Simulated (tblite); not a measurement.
# C7H13Al: the cost of one run

The runs use tblite 0.8.0 and PySCF 2.14.0, with density-fitted response routines of our own; the level of theory stands in each step. All values are computed, except where a source is named. Atoms count from 0, in the outputs and in this text.

**1. The starting structure**

21 atoms, charge 0, multiplicity 1; geometry from: force field or distance geometry start.

Bonds of the start (Å): C0–C1 1.34, C1–C2 1.49, C1–C3 1.52, C3–C4 1.52, C4–C5 1.53, C5–C6 1.53, C6–Al7 1.97, Al7–C3 1.99, C0–H8 1.09, C0–H9 1.08, C2–H10 1.12, C2–H11 1.11, C2–H12 1.12, C3–H13 1.11, C4–H14 1.12, C4–H15 1.12, C5–H16 1.11, C5–H17 1.11, C6–H18 1.11, C6–H19 1.12, Al7–H20 1.60.

**2. Geometry optimisation with GFN2-xTB**

Job settings and geometry (Å):

```
{"job": {"kind": "relax", "xc": "GFN2-xTB", "basis": "xTB"}, "charge": 0, "multiplicity": 1}
C     -1.704500     1.218900     0.764600
C     -1.550900     0.123100     0.005800
C     -2.744100    -0.502300    -0.637200
C     -0.175100    -0.497000    -0.192300
C      0.809300     0.427400    -0.895600
C      2.243400    -0.056500    -0.672300
C      2.484500    -0.333700     0.812700
Al     0.764600    -1.002400     1.491500
H     -2.693300     1.656100     0.899300
H     -0.877600     1.697800     1.265100
H     -3.234900     0.238800    -1.319000
H     -2.485800    -1.395600    -1.238100
H     -3.490000    -0.806700     0.145800
H     -0.255300    -1.449400    -0.766400
H      0.585600     0.455300    -1.990000
H      0.722800     1.470800    -0.507700
H      2.413900    -0.987200    -1.247400
H      2.971100     0.699800    -1.032100
H      3.286000    -1.089800     0.952200
H      2.753500     0.597500     1.364200
H      0.167700    -0.448200     2.869100
```

Started as:

```console
> OMP_NUM_THREADS=1 python probes_run.py task.json out
```

One launch serves the whole session: the jobs run in the order shown.

Q: Estimate the wall time and peak memory of this first job on 1 thread of Arm Neoverse N1, shared host.

About 2 s, with a peak of 0.18 GiB.
